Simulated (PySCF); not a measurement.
# C₂H₉GaO: electronic excitations and core binding energies

What electronic excitations and core binding energies should C₂H₉GaO (`C[O+](C)[GaH3-]`) show?

Computed with PySCF 2.14.0, with density-fitted response routines of our own, on a single molecule in the gas phase. Atoms count from 0, in the outputs and in this text.

## (1) The molecule as given

13 atoms, charge 0, multiplicity 1; geometry from: GFN2-xTB.

Bonds of the start (Å): C0–O1 1.41, O1–C2 1.41, O1–Ga3 2.09, C0–H4 1.09, C0–H5 1.09, C0–H6 1.09, C2–H7 1.09, C2–H8 1.09, C2–H9 1.09, Ga3–H10 1.55, Ga3–H11 1.55, Ga3–H12 1.55.

## (2) Excited states and response: CAM-B3LYP/def2-SVPD

What the job is given:

```
{"job": {"kind": "uv", "xc": "CAM-B3LYP", "basis": "def2-SVPD", "nstates": 8, "ntriplets": 3}, "charge": 0, "multiplicity": 1}
C     -0.319566     1.499777     0.026934
O     -0.109761     0.105092    -0.085826
C     -1.281495    -0.666606     0.096528
Ga     1.727466    -0.885515    -0.152571
H     -0.709227     1.756933     1.016894
H     -1.017029     1.844809    -0.743079
H      0.652898     1.971073    -0.117282
H     -1.711212    -0.493824     1.088016
H     -2.022879    -0.427839    -0.672991
H     -0.979846    -1.711910     0.005617
H      2.575797     0.329113    -0.610259
H      1.339776    -1.969214    -1.194151
H      1.850691    -1.351403     1.324441
```

With the program's defaults for keys left out, this is: TDDFT CAM-B3LYP/def2-SVPD, vertical, gas phase, core orbitals frozen in the response.

**Question.** This job is followed by: delta-SCF UKS SCAN, pcX-2 on the ionised atom, pcseg-1 elsewhere, spin-free X2C. What will the session give for the following? lowest singlet (CAM-B3LYP/def2-SVPD); brightest single state of those computed; lowest triplet; C1s binding energies, SCAN/pcX-2; O1s binding energies, SCAN/pcX-2.

As calculated:

```
                                quantity                        value
    lowest singlet (CAM-B3LYP/def2-SVPD)  6.47 eV (192 nm), f = 0.003
brightest single state of those computed  state 3, 7.16 eV, f = 0.144
                          lowest triplet                      6.04 eV
        C1s binding energies, SCAN/pcX-2                 C0 293.08 eV
        O1s binding energies, SCAN/pcX-2                 O1 539.98 eV
```

What this shows: The first singlet state (HOMO→LUMO+1 0.69, HOMO→LUMO 0.22) lies at 6.47 eV and is weak; of the 8 states computed, the strongest absorption comes from state 3 at 7.16 eV. The lowest triplet lies 0.43 eV below the lowest singlet (triplets in Tamm-Dancoff, singlets in full TDDFT).
